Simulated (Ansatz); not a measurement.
# Zn34GaO36: the cost of one run

Method: DFT r2SCAN, scalar-relativistic, plane waves, PAW, in Ansatz 0.2.0.

### Step 1. The structure to begin with

The structure is triclinic, space group P1 (No. 1). Conventional cell: a = 9.706 Å, b = 9.706 Å, c = 10.423 Å, α = 90.00°, β = 90.00°, γ = 120.00°. Around Zn (site symmetry 1) lie 4 O at 1.97 to 1.98 Å. Around Ga (site symmetry 1) lie 4 O at 1.97 to 1.98 Å. Only part of the 71 independent sites is listed.

The input asks for a charge of -1 e on the cell.

Structure file:

```xyz
71
Lattice="9.7056 0.0000 0.0000 -4.8528 8.4053 0.0000 0.0000 0.0000 10.4228" Properties=species:S:1:pos:R:3 pbc="T T T"
Zn    0.0000    1.8678    7.8155
Zn   -1.6176    4.6696    2.6041
Zn   -1.6176    4.6696    7.8155
Zn   -3.2352    7.4714    2.6041
Ga   -3.2352    7.4714    7.8155
Zn    3.2352    1.8678    2.6041
Zn    3.2352    1.8678    7.8155
Zn    1.6176    4.6696    2.6041
Zn    1.6176    4.6696    7.8155
Zn    0.0000    7.4714    2.6041
Zn    0.0000    7.4714    7.8155
Zn    6.4704    1.8678    2.6041
Zn    6.4704    1.8678    7.8155
Zn    4.8528    4.6696    2.6041
Zn    4.8528    4.6696    7.8155
Zn    3.2352    7.4714    2.6041
Zn    3.2352    7.4714    7.8155
Zn    1.6176    0.9339    5.2098
Zn    1.6176    0.9339   10.4212
Zn    0.0000    3.7357    5.2098
Zn    0.0000    3.7357   10.4212
Zn   -1.6176    6.5374    5.2098
Zn   -1.6176    6.5374   10.4212
Zn    4.8528    0.9339    5.2098
Zn    4.8528    0.9339   10.4212
Zn    3.2352    3.7357    5.2098
Zn    3.2352    3.7357   10.4212
Zn    1.6176    6.5374    5.2098
Zn    1.6176    6.5374   10.4212
Zn    8.0880    0.9339    5.2098
Zn    8.0880    0.9339   10.4212
Zn    6.4704    3.7357    5.2098
Zn    6.4704    3.7357   10.4212
Zn    4.8528    6.5374    5.2098
Zn    4.8528    6.5374   10.4212
O     1.6176    0.9339    1.9768
O     1.6176    0.9339    7.1882
O     0.0000    3.7357    1.9768
O     0.0000    3.7357    7.1882
O    -1.6176    6.5374    1.9768
O    -1.6176    6.5374    7.1882
O     4.8528    0.9339    1.9768
O     4.8528    0.9339    7.1882
O     3.2352    3.7357    1.9768
O     3.2352    3.7357    7.1882
O     1.6176    6.5374    1.9768
O     1.6176    6.5374    7.1882
O     8.0880    0.9339    1.9768
O     8.0880    0.9339    7.1882
O     6.4704    3.7357    1.9768
O     6.4704    3.7357    7.1882
O     4.8528    6.5374    1.9768
O     4.8528    6.5374    7.1882
O     0.0000    1.8678    4.5825
O     0.0000    1.8678    9.7939
O    -1.6176    4.6696    4.5825
O    -1.6176    4.6696    9.7939
O    -3.2352    7.4714    4.5825
O    -3.2352    7.4714    9.7939
O     3.2352    1.8678    4.5825
O     3.2352    1.8678    9.7939
O     1.6176    4.6696    4.5825
O     1.6176    4.6696    9.7939
O     0.0000    7.4714    4.5825
O     0.0000    7.4714    9.7939
O     6.4704    1.8678    4.5825
O     6.4704    1.8678    9.7939
O     4.8528    4.6696    4.5825
O     4.8528    4.6696    9.7939
O     3.2352    7.4714    4.5825
O     3.2352    7.4714    9.7939
```

The structure rests on a cell from the Crystallography Open Database, changed: atom 6 becomes Ga; 1 atom is removed.

### Step 2. Relaxing the atoms: Zn34GaO36 defect cell, no spin, charge -1

It takes the final geometry of an earlier run: atom 6 becomes Ga; 1 atom is removed.

Input file input.yaml:

```yaml
crystal:
  lattice:
    - [9.7055781384, 0.0, 0.0]
    - [-4.8527890692, 8.4052772263, 0.0]
    - [0.0, 0.0, 10.4228337338]
  atoms:
    - { symbol: Zn, position: [0.1111111111, 0.2222222222, 0.74984652] }
    - { symbol: Zn, position: [0.1111111111, 0.5555555556, 0.24984652] }
    - { symbol: Zn, position: [0.1111111111, 0.5555555556, 0.74984652] }
    - { symbol: Zn, position: [0.1111111111, 0.8888888889, 0.24984652] }
    - { symbol: Ga, position: [0.1111111111, 0.8888888889, 0.74984652] }
    - { symbol: Zn, position: [0.4444444444, 0.2222222222, 0.24984652] }
    - { symbol: Zn, position: [0.4444444444, 0.2222222222, 0.74984652] }
    - { symbol: Zn, position: [0.4444444444, 0.5555555556, 0.24984652] }
    - { symbol: Zn, position: [0.4444444444, 0.5555555556, 0.74984652] }
    - { symbol: Zn, position: [0.4444444444, 0.8888888889, 0.24984652] }
    - { symbol: Zn, position: [0.4444444444, 0.8888888889, 0.74984652] }
    - { symbol: Zn, position: [0.7777777778, 0.2222222222, 0.24984652] }
    - { symbol: Zn, position: [0.7777777778, 0.2222222222, 0.74984652] }
    - { symbol: Zn, position: [0.7777777778, 0.5555555556, 0.24984652] }
    - { symbol: Zn, position: [0.7777777778, 0.5555555556, 0.74984652] }
    - { symbol: Zn, position: [0.7777777778, 0.8888888889, 0.24984652] }
    - { symbol: Zn, position: [0.7777777778, 0.8888888889, 0.74984652] }
    - { symbol: Zn, position: [0.2222222222, 0.1111111111, 0.49984652] }
    - { symbol: Zn, position: [0.2222222222, 0.1111111111, 0.99984652] }
    - { symbol: Zn, position: [0.2222222222, 0.4444444444, 0.49984652] }
    - { symbol: Zn, position: [0.2222222222, 0.4444444444, 0.99984652] }
    - { symbol: Zn, position: [0.2222222222, 0.7777777778, 0.49984652] }
    - { symbol: Zn, position: [0.2222222222, 0.7777777778, 0.99984652] }
    - { symbol: Zn, position: [0.5555555556, 0.1111111111, 0.49984652] }
    - { symbol: Zn, position: [0.5555555556, 0.1111111111, 0.99984652] }
    - { symbol: Zn, position: [0.5555555556, 0.4444444444, 0.49984652] }
    - { symbol: Zn, position: [0.5555555556, 0.4444444444, 0.99984652] }
    - { symbol: Zn, position: [0.5555555556, 0.7777777778, 0.49984652] }
    - { symbol: Zn, position: [0.5555555556, 0.7777777778, 0.99984652] }
    - { symbol: Zn, position: [0.8888888889, 0.1111111111, 0.49984652] }
    - { symbol: Zn, position: [0.8888888889, 0.1111111111, 0.99984652] }
    - { symbol: Zn, position: [0.8888888889, 0.4444444444, 0.49984652] }
    - { symbol: Zn, position: [0.8888888889, 0.4444444444, 0.99984652] }
    - { symbol: Zn, position: [0.8888888889, 0.7777777778, 0.49984652] }
    - { symbol: Zn, position: [0.8888888889, 0.7777777778, 0.99984652] }
    - { symbol: O, position: [0.2222222222, 0.1111111111, 0.18965848] }
    - { symbol: O, position: [0.2222222222, 0.1111111111, 0.68965848] }
    - { symbol: O, position: [0.2222222222, 0.4444444444, 0.18965848] }
    - { symbol: O, position: [0.2222222222, 0.4444444444, 0.68965848] }
    - { symbol: O, position: [0.2222222222, 0.7777777778, 0.18965848] }
    - { symbol: O, position: [0.2222222222, 0.7777777778, 0.68965848] }
    - { symbol: O, position: [0.5555555556, 0.1111111111, 0.18965848] }
    - { symbol: O, position: [0.5555555556, 0.1111111111, 0.68965848] }
    - { symbol: O, position: [0.5555555556, 0.4444444444, 0.18965848] }
    - { symbol: O, position: [0.5555555556, 0.4444444444, 0.68965848] }
    - { symbol: O, position: [0.5555555556, 0.7777777778, 0.18965848] }
    - { symbol: O, position: [0.5555555556, 0.7777777778, 0.68965848] }
    - { symbol: O, position: [0.8888888889, 0.1111111111, 0.18965848] }
    - { symbol: O, position: [0.8888888889, 0.1111111111, 0.68965848] }
    - { symbol: O, position: [0.8888888889, 0.4444444444, 0.18965848] }
    - { symbol: O, position: [0.8888888889, 0.4444444444, 0.68965848] }
    - { symbol: O, position: [0.8888888889, 0.7777777778, 0.18965848] }
    - { symbol: O, position: [0.8888888889, 0.7777777778, 0.68965848] }
    - { symbol: O, position: [0.1111111111, 0.2222222222, 0.43965848] }
    - { symbol: O, position: [0.1111111111, 0.2222222222, 0.93965848] }
    - { symbol: O, position: [0.1111111111, 0.5555555556, 0.43965848] }
    - { symbol: O, position: [0.1111111111, 0.5555555556, 0.93965848] }
    - { symbol: O, position: [0.1111111111, 0.8888888889, 0.43965848] }
    - { symbol: O, position: [0.1111111111, 0.8888888889, 0.93965848] }
    - { symbol: O, position: [0.4444444444, 0.2222222222, 0.43965848] }
    - { symbol: O, position: [0.4444444444, 0.2222222222, 0.93965848] }
    - { symbol: O, position: [0.4444444444, 0.5555555556, 0.43965848] }
    - { symbol: O, position: [0.4444444444, 0.5555555556, 0.93965848] }
    - { symbol: O, position: [0.4444444444, 0.8888888889, 0.43965848] }
    - { symbol: O, position: [0.4444444444, 0.8888888889, 0.93965848] }
    - { symbol: O, position: [0.7777777778, 0.2222222222, 0.43965848] }
    - { symbol: O, position: [0.7777777778, 0.2222222222, 0.93965848] }
    - { symbol: O, position: [0.7777777778, 0.5555555556, 0.43965848] }
    - { symbol: O, position: [0.7777777778, 0.5555555556, 0.93965848] }
    - { symbol: O, position: [0.7777777778, 0.8888888889, 0.43965848] }
    - { symbol: O, position: [0.7777777778, 0.8888888889, 0.93965848] }
total_charge: -1
scf:
  occupations: { method: gaussian, width: 0.02 }
output:
  forces: true
  stress: false
  eigenvalues: true
hamiltonian:
  xc: r2scan
kpoints:
  mp_grid: { grid: [1, 1, 1] }
relax:
  f_tol: 0.02
  adjacent_minimum: "off"
```

On the command line:

```console
$ ansatz run input.yaml --threads 8 --pin off --max-ram 24576MiB --backend cpu --events-out ev --progress --plain --runs-dir out
```

Q: Estimate wall time and peak memory on 8 threads of AMD EPYC 9R45 (Zen 5), shared host.

About 48 s, with a peak of 2.7 GiB.
